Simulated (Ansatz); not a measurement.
# CuI, space group F-43m: a band structure

Run with the Python package of Ansatz (0.2.0).

`bands_cui.py`:
```python
"""Band structure of CuI."""

import warnings

import ansatz as az
import numpy as np

MESH = (6, 6, 6)
OCCUPATIONS = "Fixed"
EXTRA_BANDS = 6

warnings.simplefilter("ignore", az.DeckWarning)

lattice = az.Lattice.of(
    [0.0, 3.0315, 3.0315],
    [3.0315, 0.0, 3.0315],
    [3.0315, 3.0315, 0.0],
)
sites = [
    ("Cu", [0.25, 0.25, 0.25]),
    ("I", [0.0, 0.0, 0.0]),
]
xtal = az.Crystal(lattice=lattice)
for symbol, position in sites:
    xtal = xtal.atom(symbol, position)

# high-symmetry points in fractions of the reciprocal vectors
path = [
    ("K", (-0.375, 0.0, 0.375)),
    ("G", (0.0, 0.0, 0.0)),
    ("L", (0.0, 0.0, 0.5)),
    ("W", (-0.5, -0.25, 0.25)),
    ("X", (-0.5, -0.5, 0.0)),
]
model = (
    xtal.calculation()
    .pseudopotentials("paw")
    .functional(az.Functional.LDA)
    .kpoints(*MESH)
    .occupations(OCCUPATIONS)
    .band_structure([point for _, point in path], intervals=10)
    .scf(extra_bands=EXTRA_BANDS)
    .forces()
    .density_of_states(energy_step=0.1, method="smearing", broadening_width=0.15)
)
session = model.session()
planned = session.plan(threads=1)
out = planned.execute()
data = out.report

print("%-22s %14.5f eV" % ("F = E - TS", data["free_energy_ev"]))
print("%-22s %14.5f eV" % ("E", data["internal_energy_ev"]))
print("%-22s %14.5f eV" % ("Harris-Foulkes", data["harris_foulkes_ev"]))
print("%-22s %14.5f eV" % ("Fermi level", data["fermi_energy_ev"]))

# forces, one row an atom
forces = np.array(data["forces_ev_ang"])
norms = np.linalg.norm(forces, axis=1)
print("largest force {:.4f} eV/A on atom {}".format(norms.max(), norms.argmax()))
print(np.array2string(forces, precision=4, suppress_small=True))

dos = out.density_of_states()
energy = np.asarray(dos.energies_ev) - dos.fermi_ev
states, count = np.asarray(dos.spin_summed_g_bin_mean_per_ev), np.asarray(dos.spin_summed_integrated)
g_fermi = float(np.interp(0.0, energy, states))
print(f"g(E_F) = {g_fermi:.3f} states/eV per cell")
for low, high in ((-10, -6), (-6, -3), (-3, 0), (0, 3)):
    print(f"states between {low} and {high} eV: {np.interp(high, energy, count) - np.interp(low, energy, count):.3f}")

bands = out.band_structure()
fermi = bands.fermi_energy_ev
print(f"zero of the bands: {fermi:.3f} eV, the Fermi level found on the SCF mesh")
levels = bands.channels[0].eigenvalues_ev - fermi
filled = round(data["n_electrons"]) // 2
valence, conduction = levels[:, filled - 1], levels[:, filled]
print("k (fractions)              top valence  bottom conduction (eV)")
for k, lo, hi in zip(bands.kpoints_frac, valence, conduction):
    print(f"{k[0]:7.3f} {k[1]:7.3f} {k[2]:7.3f} {lo:12.3f} {hi:13.3f}")
print(f"on this path: least direct gap {np.min(conduction - valence):.3f} eV, least gap {conduction.min() - valence.max():.3f} eV")
```

```console
$ python bands_cui.py
F = E - TS               -13911.71448 eV
E                        -13911.71448 eV
Harris-Foulkes           -13911.71448 eV
Fermi level                   7.77460 eV
largest force 0.0000 eV/A on atom 0
[[-0.  0.  0.]
 [ 0. -0. -0.]]
g(E_F) = 0.234 states/eV per cell
states between -10 and -6 eV: 0.000
states between -6 and -3 eV: 6.000
states between -3 and 0 eV: 9.979
states between 0 and 3 eV: 1.039
zero of the bands: 7.775 eV, the Fermi level found on the SCF mesh
k (fractions)              top valence  bottom conduction (eV)
 -0.375   0.000   0.375       -1.280         3.013
 -0.337   0.000   0.337       -1.125         3.184
 -0.300   0.000   0.300       -0.948         3.335
 -0.263   0.000   0.263       -0.759         3.385
 -0.225   0.000   0.225       -0.570         3.266
 -0.188   0.000   0.188       -0.397         2.998
 -0.150   0.000   0.150       -0.250         2.633
 -0.113   0.000   0.113       -0.137         2.196
 -0.075   0.000   0.075       -0.059         1.706
 -0.037   0.000   0.037       -0.014         1.213
  0.000   0.000   0.000        0.000         0.937
  0.000   0.000   0.050       -0.020         1.132
  0.000   0.000   0.100       -0.078         1.495
  0.000   0.000   0.150       -0.164         1.829
  0.000   0.000   0.200       -0.268         2.047
  0.000   0.000   0.250       -0.378         2.135
  0.000   0.000   0.300       -0.485         2.138
  0.000   0.000   0.350       -0.580         2.105
  0.000   0.000   0.400       -0.656         2.068
  0.000   0.000   0.450       -0.705         2.041
  0.000   0.000   0.500       -0.722         2.031
 -0.050  -0.025   0.475       -0.736         2.122
 -0.100  -0.050   0.450       -0.780         2.365
 -0.150  -0.075   0.425       -0.848         2.696
 -0.200  -0.100   0.400       -0.934         3.057
 -0.250  -0.125   0.375       -1.029         3.408
 -0.300  -0.150   0.350       -1.121         3.721
 -0.350  -0.175   0.325       -1.198         3.979
 -0.400  -0.200   0.300       -1.256         4.180
 -0.450  -0.225   0.275       -1.291         4.347
 -0.500  -0.250   0.250       -1.303         4.454
 -0.500  -0.275   0.225       -1.306         4.378
 -0.500  -0.300   0.200       -1.317         4.187
 -0.500  -0.325   0.175       -1.334         3.880
 -0.500  -0.350   0.150       -1.359         3.578
 -0.500  -0.375   0.125       -1.389         3.303
 -0.500  -0.400   0.100       -1.425         3.065
 -0.500  -0.425   0.075       -1.463         2.872
 -0.500  -0.450   0.050       -1.500         2.729
 -0.500  -0.475   0.025       -1.528         2.642
 -0.500  -0.500   0.000       -1.538         2.612
on this path: least direct gap 0.937 eV, least gap 0.937 eV
```

Reading the output:
- Absolute energies stand on the zero of these potentials, so only differences at equal settings mean something. A total without «per atom» is that of the whole cell that was run.
- No spin polarisation was allowed.
- Semilocal gaps usually lie well under measured ones.
- With fixed filling the reported Fermi level is the top filled level among the k-points of the SCF.
- The zero of the levels is a convention of the potentials, so an absolute Fermi energy is no work function.
- Of the deposited cell: the entry's cell lengths or inner coordinates differ somewhat from later room-temperature determinations.
- The crystal has a gap of about 0.94 eV on the mesh; density of states inside it is the tail of the broadening.
- Without a Hubbard U or exact exchange, semilocal functionals often make such 3d compounds metallic or too weakly gapped.
- The structure is a deposited one; some such entries were measured under pressure or heat, so a shift against it needn't be the functional's error alone.
- Levels are Kohn-Sham eigenvalues on this mesh, without spin-orbit coupling.
- The computed bands are complete only to about 8.8 eV above the Fermi level; beyond that the density of states is undercounted.
- Finished in 5 s on 1 thread of Arm Neoverse V1, with other jobs on the host, peak memory 0.37 GiB.
